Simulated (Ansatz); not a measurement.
AlBH₂O₂, SMILES [OH][Al]1[BH][O]1, a ladder of methods at one geometry

Program: Ansatz 0.2.0 through its Python package.

The cells in order, each with its output:

In [1]:
```python
import ansatz as az
```

In [2]:
```python
SETTINGS = {
    'basis_set': 'def2-SVP',
}
```

In [3]:
```python
geometry_ang = [
    ('O', [-0.7851, 0.5817, -1.8895]),
    ('Al', [0.08, -0.3149, -0.6204]),
    ('B', [0.6168, -0.2397, 1.3757]),
    ('O', [0.6282, -1.4908, 0.5871]),
    ('H', [-1.7154, 0.7975, -1.5095]),
    ('H', [1.2177, 0.6022, 2.0104]),
]
albh2o2 = az.Crystal.molecule()
for symbol, xyz in geometry_ang:
    albh2o2 = albh2o2.atom(symbol, xyz)

base = albh2o2.calculation().basis(gaussian=SETTINGS['basis_set'])
```

In [4]:
```python
methods = ['mp2', 'ccsd', 'ccsd_t']
reports = [base.correlation(m).run(threads=1).report for m in methods]
print(f'Hartree-Fock reference {reports[0]["reference_energy_ev"] / 27.211386246:.6f} Ha')
best = reports[-1]['free_energy_ev'] - reports[-1]['reference_energy_ev']
for method, each in zip(methods, reports):
    gained = each['free_energy_ev'] - each['reference_energy_ev']
    print(f'{method:8s} total {each["free_energy_ev"] / 27.211386246:.6f} Ha  correlation {gained:9.4f} eV  ({100 * gained / best:.1f} % of the last)')
```
```text
Hartree-Fock reference -417.247748 Ha
mp2      total -417.771315 Ha  correlation  -14.2470 eV  (93.6 % of the last)
ccsd     total -417.789284 Ha  correlation  -14.7359 eV  (96.8 % of the last)
ccsd_t   total -417.807376 Ha  correlation  -15.2283 eV  (100.0 % of the last)
```

Caveats:
- The settings weren't tested for convergence.
- The geometry is a force-field or estimated start, not a minimum of this method, and the basis set is short of its limit. A lower total doesn't mark the better method: functionals have no common bound, and MP2 and coupled cluster aren't variational.
- Inner cores stay frozen, so this is valence correlation.
- Timing: 5.7 s on 1 thread of Arm Neoverse V2, on a shared host, peak memory 0.23 GiB.

(Lines on the test bed's own set-up are left out of the output.)
